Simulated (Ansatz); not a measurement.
# BaY: the cost of one run

Program: Ansatz 0.2.0. Level of theory: DFT PBE, scalar-relativistic, plane waves, PAW. These are calculated values, not measurements.

1 further run of the same task is left out (it didn't finish).

### 1 The structure to begin with

Symmetry: Pm-3m, No. 221, cubic system. The conventional cell has a = 4.043 Å, b = 4.043 Å, c = 4.043 Å, α = 90.00°, β = 90.00°, γ = 90.00°. Ba (site symmetry m-3m) is surrounded by 8 Y at 3.50 Å. Around Y (site symmetry m-3m) lie 8 Ba at 3.50 Å.

Coordinates:

```
CELL_PARAMETERS angstrom
4.04332 0.00000 0.00000
0.00000 4.04332 0.00000
0.00000 0.00000 4.04332
ATOMIC_POSITIONS crystal
Ba 0.00000 0.00000 0.00000
Y 0.50000 0.50000 0.50000
```

This is candidate A: caesium chloride type (Pm-3m, No. 221).

(A quick probe on a coarse mesh, which set the mesh and smearing, is not shown.)

### 3 A loose first relaxation (candidate A)

File input.yaml:

```yaml
crystal:
  lattice:
    - [4.0433183503, 0.0, 0.0]
    - [0.0, 4.0433183503, 0.0]
    - [0.0, 0.0, 4.0433183503]
  atoms:
    - { symbol: Ba, position: [0.0, 0.0, 0.0] }
    - { symbol: "Y", position: [0.5, 0.5, 0.5] }
basis:
  ecutwfc: 420
kpoints:
  mp_grid: { grid: [4, 4, 4] }
hamiltonian:
  xc: pbe
scf:
  occupations: { method: gaussian, width: 0.1 }
  lower_state_search: "off"
output:
  forces: true
  stress: true
  eigenvalues: true
relax:
  adjacent_minimum: "off"
  f_tol: 0.04
  max_steps: 70
  cell: { stress_tol: 0.4 }
```

On the command line:

```console
> ansatz run input.yaml --threads 1 --pin off --max-ram 2560MiB --backend cpu --events-out ev --progress --plain --runs-dir out
```

What time and memory should one allow on 1 thread of Arm Neoverse V1, shared host?

About 4.4 s, with a peak of 0.32 GiB.
